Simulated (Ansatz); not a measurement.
# MgAu: the cost of one run

Program: Ansatz 0.2.0. Level of theory: DFT r2SCAN, scalar-relativistic, plane waves, PAW. These are calculated values, not measurements.

### 1 The system as given

It takes space group Pm-3m (No. 221, cubic). The conventional cell has a = 3.259 Å, b = 3.259 Å, c = 3.259 Å, α = 90.00°, β = 90.00°, γ = 90.00°. Mg (site symmetry m-3m) has 8 Au at 2.82 Å in its first shell of neighbours. Au (site symmetry m-3m) is surrounded by 8 Mg at 2.82 Å.

Coordinates:

```cif
data_structure
_symmetry_space_group_name_H-M 'Pm-3m'
_symmetry_Int_Tables_number 221
_cell_length_a 3.2590
_cell_length_b 3.2590
_cell_length_c 3.2590
_cell_angle_alpha 90.000
_cell_angle_beta 90.000
_cell_angle_gamma 90.000
_cell_volume 34.61
loop_
_atom_site_label
_atom_site_type_symbol
_atom_site_symmetry_multiplicity
_atom_site_Wyckoff_symbol
_atom_site_fract_x
_atom_site_fract_y
_atom_site_fract_z
_atom_site_occupancy
Mg1 Mg 1 b 0.50000 0.50000 0.50000 1
Au1 Au 1 a 0.00000 0.00000 0.00000 1
```

No relaxation comes first: the listed cell is the starting point.

### 2 The reference: the undisturbed cell on the scan's mesh

input.yaml

```yaml
crystal:
  lattice:
    - [3.259, 0.0, 0.0]
    - [0.0, 3.259, 0.0]
    - [0.0, 0.0, 3.259]
  atoms:
    - { symbol: Mg, position: [0.5, 0.5, 0.5] }
    - { symbol: Au, position: [0.0, 0.0, 0.0] }
basis:
  ecutwfc: 500
kpoints:
  mp_grid: { grid: [14, 14, 14] }
hamiltonian:
  xc: r2scan
scf:
  occupations: { method: gaussian, width: 0.15 }
output:
  forces: true
  stress: true
  eigenvalues: true
  write_density: true
  write_potential: true
  elf: true
  volumetric_format: npy
```

Launch:

```
$ ansatz run input.yaml --threads 1 --pin off --max-ram 2560MiB --backend cpu --events-out ev --progress --plain --runs-dir out
```

Q: Estimate wall time and peak memory on 1 thread of Arm Neoverse V2, shared host.

About 8.6 s, with a peak of 0.42 GiB.
